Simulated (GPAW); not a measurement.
Crystal: MoSe.

```
Mo Se
1.0
     3.50023    0.00000    0.00000
     0.00000    3.50023    0.00000
     0.00000    0.00000    3.50023
Mo Se
1 1
Cartesian
  0.0000 0.0000 0.0000
  1.7501 1.7501 1.7501
```

The cell was built by a generator and needn't be a form met in nature.

Program: GPAW 26.7.0. Alike in all runs: task single point; level LDA+U; potentials or basis the program's PAW data sets (release 1.2.1) made for this functional, pw; no spin polarisation; cell as given; k mesh 8 × 8 × 8; cutoff (eV) 600; smearing fermi-dirac 0.05 eV.

Order these runs on this cell by their pressure, lowest first.
A. U Mo d U = 1 eV
B. U Mo d U = 8 eV
C. U Mo d U = 5 eV
D. U Mo d U = 6 eV

A (-31.9 GPa), C (-12.5 GPa), D (-10.3 GPa), B (-6.3 GPa).

Caveats: a pressure of tens of GPa on the cell as given is suspect, and the run, the potentials or the cell itself is likely at fault (some runs); U without spin polarisation on a metal has little footing (some runs).

Runs at the PBE level aren't shown here.
